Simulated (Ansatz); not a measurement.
Crystal: CdHgSe2.

```
Hg Cd Se
1.0
     4.36423    0.00000    0.00000
     0.00000    4.36423    0.00000
     0.00000    0.00000    6.15924
Hg Cd Se
1 1 2
Direct
  0.00000 0.00000 0.00000
  0.50000 0.50000 0.50000
  0.50000 0.00000 0.74699
  0.00000 0.50000 0.25301
```

The cell comes from a database or a generator and needn't be the stable form of this composition.

- Program: Ansatz 0.2.0
- Task: relaxation of cell and atoms
- Functional: revPBE
- Potentials or basis: Ansatz PAW
- Cutoff: 420 eV (not typed: the program's choice for these potentials)
- k mesh: 6 × 6 × 5
- Occupations: fermi-dirac, width 0.05 eV
- Spin: no spin polarisation

At the start: volume 29.33 Å³/atom.

**Question.** How do energy, volume and symmetry change on relaxing?

**Answer.** It ends after 5 steps and the volume is 31.19 Å³/atom (+6.3 %); space group P-4m2 (No. 115, to 0.05 Å).

Step by step:
```
step  energy change (eV)  largest force (eV/Å)  volume (Å³)
   1              0.0000                0.0156       117.31
   2             -0.0520                0.0379       127.45
   3             -0.0592                0.0026       125.09
   4             -0.0594                0.0022       124.75
   5             -0.0606                0.0022       124.75
```

Final structure:
```
CELL_PARAMETERS angstrom
4.45643 0.00000 0.00000
0.00000 4.45643 0.00000
0.00000 0.00000 6.28166
ATOMIC_POSITIONS crystal
Hg 0.00000 0.00000 0.00000
Cd 0.50000 0.50000 0.50000
Se 0.50000 0.00000 0.74658
Se 0.00000 0.50000 0.25342
```

Caveat: the plane-wave basis is chosen anew once the cell has moved, so the energies of steps on either side of that aren't comparable; the PAW data sets come from PBE, with cores solved anew for the run's functional, which leaves a small shift of forces and pressure.
